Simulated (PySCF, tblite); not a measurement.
# CAlCl₂N: changes of charge, part 2 of 2

tblite 0.8.0 and PySCF 2.14.0. Atoms count from 0.

### Step 12. Single point (CAlCl₂N): PBE0-D3(BJ)/ma-def2-SVP in acetonitrile

Geometry: BP86-D3(BJ)/ma-def2-SVP.

What the job is given:

```
{"job": {"kind": "sp", "xc": "PBE0", "basis": "ma-def2-SVP", "d3": "d3bj", "grid": 2, "solvent": "acetonitrile"}, "charge": 0, "multiplicity": 1}
Al     0.297680     0.523434    -0.016372
Cl     2.393758     0.481410     0.012567
Cl    -0.784620     2.315979    -0.126482
C     -0.659624    -1.145071     0.038981
N     -1.239485    -2.167350     0.058618
```

What it wrote:

```text
final grid: 57584 points
cycle   1  E = -1254.8913946732  dE =  4.359e-04  |g| = 1.132e-01  |ddm| = 3.712e-01
cycle   2  E = -1254.8793470545  dE =  1.205e-02  |g| = 2.559e-01  |ddm| = 3.124e-01
cycle   3  E = -1254.8944299005  dE = -1.508e-02  |g| = 1.374e-02  |ddm| = 1.884e-01
cycle   4  E = -1254.8944843835  dE = -5.448e-05  |g| = 1.579e-03  |ddm| = 2.508e-02
cycle   5  E = -1254.8944850107  dE = -6.272e-07  |g| = 6.220e-04  |ddm| = 3.493e-03
cycle   6  E = -1254.8944851164  dE = -1.057e-07  |g| = 1.044e-04  |ddm| = 1.157e-03
cycle   7  E = -1254.8944851195  dE = -3.108e-09  |g| = 2.146e-05  |ddm| = 2.203e-04
converged SCF energy = -1254.8944851195
```

Wall time 2 s (1 thread of Arm Neoverse V2, shared host).

### Step 13. Single point (CAlCl₂N− (doublet), N#[C][Al-]([Cl])[Cl]): PBE0-D3(BJ)/ma-def2-SVP in acetonitrile

Geometry: BP86-D3(BJ)/ma-def2-SVP.

What the job is given:

```
{"job": {"kind": "sp", "xc": "PBE0", "basis": "ma-def2-SVP", "d3": "d3bj", "grid": 2, "solvent": "acetonitrile"}, "charge": -1, "multiplicity": 2}
Al     0.259896     0.527124     0.648655
Cl     2.368247     0.473253    -0.049099
Cl    -0.751429     2.256320    -0.306260
C     -0.638029    -1.122269    -0.056794
N     -1.214212    -2.124199    -0.296834
```

What it wrote:

```text
final grid: 57584 points
cycle   1  E = -1255.0234984751  dE = -5.236e-04  |g| = 2.454e-02  |ddm| = 2.959e-01
cycle   2  E = -1255.0225164877  dE =  9.820e-04  |g| = 5.331e-02  |ddm| = 9.096e-02
cycle   3  E = -1255.0238004219  dE = -1.284e-03  |g| = 2.841e-03  |ddm| = 4.009e-02
cycle   4  E = -1255.0238062247  dE = -5.803e-06  |g| = 8.480e-04  |ddm| = 1.243e-02
cycle   5  E = -1255.0238074111  dE = -1.186e-06  |g| = 2.327e-04  |ddm| = 1.119e-02
cycle   6  E = -1255.0238074687  dE = -5.760e-08  |g| = 5.688e-05  |ddm| = 1.941e-03
cycle   7  E = -1255.0238074724  dE = -3.695e-09  |g| = 2.383e-05  |ddm| = 3.738e-04
converged SCF energy = -1255.0238074724
```

It took 3.4 s on 1 thread of Arm Neoverse V2, shared host.

### Step 14. Single point (CAlCl2N): PBE0-D3(BJ)/ma-def2-SVP in dichloromethane

Geometry: BP86-D3(BJ)/ma-def2-SVP.

What the job is given:

```
{"job": {"kind": "sp", "xc": "PBE0", "basis": "ma-def2-SVP", "d3": "d3bj", "grid": 2, "solvent": "dichloromethane"}, "charge": 0, "multiplicity": 1}
Al     0.297680     0.523434    -0.016372
Cl     2.393758     0.481410     0.012567
Cl    -0.784620     2.315979    -0.126482
C     -0.659624    -1.145071     0.038981
N     -1.239485    -2.167350     0.058618
```

What it wrote:

```text
final grid: 57584 points
cycle   1  E = -1254.8896615103  dE =  5.168e-04  |g| = 1.016e-01  |ddm| = 3.249e-01
cycle   2  E = -1254.8795295423  dE =  1.013e-02  |g| = 2.337e-01  |ddm| = 2.834e-01
cycle   3  E = -1254.8921173837  dE = -1.259e-02  |g| = 1.230e-02  |ddm| = 1.719e-01
cycle   4  E = -1254.8921617751  dE = -4.439e-05  |g| = 1.256e-03  |ddm| = 2.298e-02
cycle   5  E = -1254.8921621672  dE = -3.921e-07  |g| = 5.020e-04  |ddm| = 2.701e-03
cycle   6  E = -1254.8921622366  dE = -6.942e-08  |g| = 9.059e-05  |ddm| = 9.193e-04
cycle   7  E = -1254.8921622390  dE = -2.359e-09  |g| = 1.836e-05  |ddm| = 1.877e-04
converged SCF energy = -1254.8921622390
```

Wall time 1.9 s (1 thread of Arm Neoverse V2, shared host).

### Step 15. Single point (CAlCl2N− (doublet), N#[C][Al-]([Cl])[Cl]): PBE0-D3(BJ)/ma-def2-SVP in dichloromethane

Geometry: BP86-D3(BJ)/ma-def2-SVP.

What the job is given:

```
{"job": {"kind": "sp", "xc": "PBE0", "basis": "ma-def2-SVP", "d3": "d3bj", "grid": 2, "solvent": "dichloromethane"}, "charge": -1, "multiplicity": 2}
Al     0.259896     0.527124     0.648655
Cl     2.368247     0.473253    -0.049099
Cl    -0.751429     2.256320    -0.306260
C     -0.638029    -1.122269    -0.056794
N     -1.214212    -2.124199    -0.296834
```

What it wrote:

```text
final grid: 57584 points
cycle   1  E = -1255.0170110278  dE = -4.279e-04  |g| = 2.164e-02  |ddm| = 2.724e-01
cycle   2  E = -1255.0162248968  dE =  7.861e-04  |g| = 4.753e-02  |ddm| = 7.854e-02
cycle   3  E = -1255.0172447709  dE = -1.020e-03  |g| = 2.574e-03  |ddm| = 3.562e-02
cycle   4  E = -1255.0172493391  dE = -4.568e-06  |g| = 6.959e-04  |ddm| = 1.041e-02
cycle   5  E = -1255.0172501401  dE = -8.010e-07  |g| = 2.111e-04  |ddm| = 8.846e-03
cycle   6  E = -1255.0172501846  dE = -4.452e-08  |g| = 4.979e-05  |ddm| = 1.575e-03
cycle   7  E = -1255.0172501874  dE = -2.731e-09  |g| = 1.997e-05  |ddm| = 3.160e-04
converged SCF energy = -1255.0172501874
```

Run time: 3.3 s. Hardware: 1 thread of Arm Neoverse V2, shared host.

### Step 16. Changes of charge: PBE0-D3(BJ)/ma-def2-SVP

This step combines the energies above: geometries from BP86-D3(BJ)/ma-def2-SVP, zero-point and thermal terms from GFN2-xTB.

What the job is given:

```
{"job": {"kind": "rx", "dirs": [-1], "deep": 3, "geom": {"xc": "BP86", "basis": "ma-def2-SVP", "d3": "d3bj", "grid": 1}, "level": {"xc": "PBE0", "basis": "ma-def2-SVP", "d3": "d3bj", "solvents": ["acetonitrile", "dichloromethane"]}}, "charge": 0, "multiplicity": 1}
Al     0.297680     0.523434    -0.016372
Cl     2.393758     0.481410     0.012567
Cl    -0.784620     2.315979    -0.126482
C     -0.659624    -1.145071     0.038981
N     -1.239485    -2.167350     0.058618
```

Output (the driver's rows laid out field by field):

```text
ionisation and electron attachment, PBE0-D3(BJ)/ma-def2-SVP // BP86-D3(BJ)/ma-def2-SVP

row 1
  change                  reduction
  charge                  -1
  multiplicity            2
  vertical_ev             0.9894
  vertical_s2             0.757
  formula                 CAlCl2N
  smiles                  N#[C][Al-]([Cl])[Cl]
  kept                    yes
  pieces                  1
  point_group             Cs
  adiabatic_electronic_ev 1.9589
  adiabatic_ev            2.0173
  free_energy_ev          2.086
  s2                      0.751
  bonds_moved             0 1 2.097 2.221; 0 2 2.097 2.219; 0 3 1.924 2.006; 3 4 1.175 1.18
  spin_on                 0 Al 0.839
  charge_moved            0 Al -0.58; 4 N -0.158; 1 Cl -0.157; 2 Cl -0.157
  vertical_back_ev        3.2118
  relaxation_parent_ev    1.2529
  relaxation_ion_ev       0.9695
  reorganisation_ev       2.2224
  solution                solvent acetonitrile, absolute_potential_v 3.6461, solvation_parent_kj -41.55, solvation_ion_kj -192.08; solvent dichloromethane, absolute_potential_v 3.5309, solvation_parent_kj -35.45, solvation_ion_kj -174.86
```

Wall time 2 min (1 thread of Arm Neoverse V2, shared host).

Energy taken up on oxidation, or given off on reduction (eV; adiabatic with zero-point energy):

```tsv
change	product	vertical	adiabatic	free energy	reorganisation	⟨S²⟩
reduction (multiplicity 2)	N#[C][Al-]([Cl])[Cl]	0.99	2.02	2.09	2.22	0.75
```

On reduction to multiplicity 2 charge changes most on Al0 (-0.58 e), N4 (-0.16 e), Cl1 (-0.16 e); the spin sits on Al0 (0.84); the bond Al0–Cl1 goes from 2.097 to 2.221 Å; the absolute potential is 3.65 V in acetonitrile, 3.53 V in dichloromethane.

### Step 17. Results

This closing draws on all 2 parts.

```
                                   quantity                                value
  strongest single infrared mode (GFN2-xTB)                 666 cm⁻¹, 125 km/mol
               zero-point energy (GFN2-xTB)                         7.0 kcal/mol
                                point group                                  C2v
       rotational constants (main isotopes)                 2.14, 2.02, 1.04 GHz
electron affinity (PBE0-D3(BJ)/ma-def2-SVP)  vertical 0.99 eV, adiabatic 2.02 eV
```

What this shows: All 9 modes are real, so the xTB geometry is a minimum. The strongest single mode, at 666 cm⁻¹, moves mainly Al0. GFN2-xTB is a fitted tight-binding method: band positions and strengths are rough. Its intensities can rank the bands wrongly. Relaxing lowered the energy by 0.186 eV in 8 steps; the close pair that moved most is Al0–Cl1, from 2.018 to 2.097 Å (BP86/ma-def2-SVP). No frequency check was run at this level, so the end point may be a saddle. At PBE0-D3(BJ)/ma-def2-SVP, relaxation with the zero-point term after reduction moves the energy given off from 0.99 eV (vertical) to 2.02 eV (adiabatic, with zero-point energy).
